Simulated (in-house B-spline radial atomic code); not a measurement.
# Re⁶³⁺: RPA and G0W0 on different mean-field starts

Aim: see how far the highest quasi-particle level and the RPA correlation energy of Re⁶³⁺ depend on the orbitals that they are built on.

Program: an in-house B-spline radial atomic code, version 1. Level of theory: RPA, second order, AC-SOSEX and G0W0 (contour deformation) on a non-relativistic mean field, all electrons; no spin-orbit coupling, Breit or QED terms. These are calculated values, not measurements, unless marked.

## (1) The system

| Property | Result |
| --- | --- |
| element | rhenium (Z = 75) |
| charge | +63 |
| electrons | 12 |
| configuration | [Ne] 3s2 |
| next ion, run as well | [Ne] 3s1 |
| Hamiltonian | non-relativistic, point nucleus |
| starts | Hartree-Fock, PBE, BLYP, exchange-only LDA, HSE06 |

The outer shells:

Re63+
```
[Ne] core
3s [↑↓]
```

## (2) The run with the Hartree-Fock start

Settings, as recorded:

```ini
Z = 75
electrons = 12.0
configuration = [Ne] 3s2
hamiltonian = nr
method = hf
lmax = 9
spin_polarised = False
box_radius = 1.77
intervals = 46
```

Run with:

```console
> python run_gw.py task.json out
```

task.json lists these runs, among others, and the program works through them in turn.

After this run come: The run with the PBE start; The run with the BLYP start; The run with the exchange-only LDA start; The run with the HSE06 start.

Q: Predict the outcome of this session. Wanted: highest level, mean field; highest level, G0W0; RPA correlation energy; RPA+SOSEX.

As calculated:

| quantity | value |
| --- | --- |
| highest level, mean field (range over the runs) | -6687.6 to -6639.3 eV |
| highest level, G0W0 (range over the runs) | -6698.4 to -6696.1 eV |
| RPA correlation energy | -1.207 to -1.024 hartree |
| RPA+SOSEX | -0.7196 to -0.6269 hartree |
| tabulated theoretical ionisation energy (3s shell) | 7230.0 ± 19 eV (NIST Atomic Spectra Database, ionization energies) |
| G0W0 removal energy less that value | -534 to -532 eV |

In words: The starts spread the highest level over 48.3 eV; after G0W0 2.3 eV remain, 4.8 % of that. Starts without exact exchange bind the level too weakly, through self-interaction, and G0W0 pulls it down by 53 to 59 eV. The RPA energy is largest in size on exchange-only LDA and smallest on Hartree-Fock, 15 % apart; over the runs it loosely follows the gap of the start, as smaller excitation energies give more correlation. The tabulated theoretical ionisation energy is 7230.0 ± 19 eV. G0W0 is off by about -532 eV (-7.4 %) in every run shown, whatever the start. Relativity, left out here, binds an s electron more tightly: it works in the direction of closing this gap. Read as a removal energy, the bare PBE level is off by -586 eV (-8.1 %) and the nearest bare level, Hartree-Fock's, by -542 eV. As differences of total energies the mean miss over the starts is 538 eV for mean field, 533 eV for RPA, 536 eV for RPA+SOSEX. The reference's uncertainty exceeds the spread between them. For so heavy an element the non-relativistic levels are a model, not the real atom's.
